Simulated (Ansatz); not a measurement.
**C2H2F6OTi: vertical ionisation energy**

An exercise on one series of results from a longer session: the logs are not shown, and one member is left open.

The runs use Ansatz 0.2.0, Gaussian basis; unrestricted cation, the program's frozen cores in correlated methods.

The runs, in order: UKS PBE-D4/def2-TZVPP; UKS r2SCAN-D4/def2-TZVPP; UKS PBE0-D4/def2-TZVPP; UKS B3LYP-D4/def2-TZVPP; UKS wB97X-V/def2-TZVPP; UKS wB97M-V/def2-TZVPP; UKS B2PLYP/def2-TZVPP; UHF-CCSD(T)/def2-TZVPP; UHF-MP2/def2-QZVPP; extrapolation to the limit; then −ε(HOMO) from the neutral's earlier runs with LDA (SPW92), PBE-D4, revPBE-D4, BLYP-D4, r2SCAN-D4, B97M-V, PBE0-D4, B3LYP-D4, r2SCANh-D4, r2SCAN0-D4, HSE06-D4, BHLYP-D4, CAM-B3LYP-D4, LC-ωPBE, ωB97X-V, ωB97M-V.

## The geometry

An earlier PBE0-D4 in a triple-zeta def2 set relaxation fixed the geometry.

12 atoms, charge 0, spin multiplicity 1.

Atoms are counted from 1 here; the program's logs count them from 0.

Bond lengths: F1–C2 1.336 Å, C2–F3 1.333 Å, C2–F4 1.335 Å, C2–C5 1.517 Å, C5–O6 1.382 Å, C5–H11 1.094 Å, C5–H12 1.094 Å, O6–Ti7 1.759 Å, Ti7–F8 1.747 Å, Ti7–F9 1.750 Å, Ti7–F10 1.751 Å. Angles: F1–C2–F3 107.6°, F1–C2–F4 108.2°, F1–C2–C5 111.2°, F3–C2–F4 108.2°, F3–C2–C5 111.8°, F4–C2–C5 109.7°, C2–C5–O6 110.8°, C2–C5–H11 107.9°, C2–C5–H12 108.0°, O6–C5–H11 110.7°, O6–C5–H12 110.2°, H11–C5–H12 109.1°, C5–O6–Ti7 158.6°, O6–Ti7–F8 110.2°, O6–Ti7–F9 109.1°, O6–Ti7–F10 108.9°, F8–Ti7–F9 109.2°, F8–Ti7–F10 109.9° and more.

As a file:

```
F     0.9977    1.2930   -1.1049
C    -0.1666    0.7582   -1.4843
F     0.1039   -0.3542   -2.1665
F    -0.7709    1.6171   -2.3083
C    -1.0602    0.4824   -0.2894
O    -0.4380   -0.3697    0.6033
Ti    0.8547   -1.0692    1.5690
F     2.1493   -1.6210    0.5339
F     1.4731    0.1477    2.6636
F     0.2118   -2.4133    2.4880
H    -1.2902    1.4407    0.1863
H    -1.9875    0.0333   -0.6568
```

The first run:

Input file in.yaml:

```yaml
crystal:
  periodic: [false, false, false]
  atoms:
    - {symbol: F, position_ang: [0.997741, 1.293017, -1.104885]}
    - {symbol: C, position_ang: [-0.166553, 0.758192, -1.484274]}
    - {symbol: F, position_ang: [0.103862, -0.354215, -2.166512]}
    - {symbol: F, position_ang: [-0.770864, 1.617129, -2.308330]}
    - {symbol: C, position_ang: [-1.060246, 0.482395, -0.289369]}
    - {symbol: O, position_ang: [-0.438015, -0.369713, 0.603302]}
    - {symbol: Ti, position_ang: [0.854668, -1.069216, 1.569015]}
    - {symbol: F, position_ang: [2.149294, -1.621039, 0.533900]}
    - {symbol: F, position_ang: [1.473095, 0.147688, 2.663594]}
    - {symbol: F, position_ang: [0.211769, -2.413326, 2.488014]}
    - {symbol: H, position_ang: [-1.290214, 1.440661, 0.186291]}
    - {symbol: H, position_ang: [-1.987537, 0.033327, -0.656845]}
basis:
  gaussian: {orbitals: def2-TZVPP}
total_charge: 1
magnetization: {spin_polarized: true, initial_magnetization: 1}
hamiltonian: {xc: pbe, dispersion: d4}
```

On the command line:

```
ansatz run in.yaml --threads 4 --pin off --events-out ev --progress --plain --max-ram 66560MiB --backend cuda --devices 0, --max-vram 37GiB
```

Steps of the session up to this table: Cation, UKS PBE-D4/def2-TZVPP; Cation, UKS r2SCAN-D4/def2-TZVPP; Cation, UKS PBE0-D4/def2-TZVPP; Cation, UKS B3LYP-D4/def2-TZVPP; Cation, UKS wB97X-V/def2-TZVPP; Cation, UKS wB97M-V/def2-TZVPP; Cation, UKS B2PLYP (frozen core)/def2-TZVPP; Cation, UHF-CCSD(T)/def2-TZVPP; Cation, UHF-MP2/def2-QZVPP.

One of the session's tables, all rows but one given; the rest of the session is left out.

It belongs to the step «Ionisation energies side by side». Orbital estimates, from the neutral's runs:

```
  functional  −ε(HOMO) (eV)
 LDA (SPW92)           8.56
      PBE-D4           8.32
   revPBE-D4           8.22
     BLYP-D4           8.27
   r2SCAN-D4           8.71
      B97M-V           8.82
     PBE0-D4          10.00
    B3LYP-D4           9.78
  r2SCANh-D4           9.33
  r2SCAN0-D4              ?
    HSE06-D4           9.59
    BHLYP-D4          11.65
CAM-B3LYP-D4          11.51
     LC-ωPBE          12.78
     ωB97X-V          12.45
     ωB97M-V          12.38
```

**Question.** Estimate the row for r2SCAN0-D4.

Worked estimate for «−ε(HOMO) (eV)». Against the share of exact exchange, r2SCAN-D4 (0, 8.71), r2SCANh-D4 (0.1, 9.33) give a slope of 6.20 per unit share; at 0.25 the line stands at 10.26.

**Answer.** −ε(HOMO) (eV): 10.27. In «−ε(HOMO) (eV)» the line misses by -0.01.
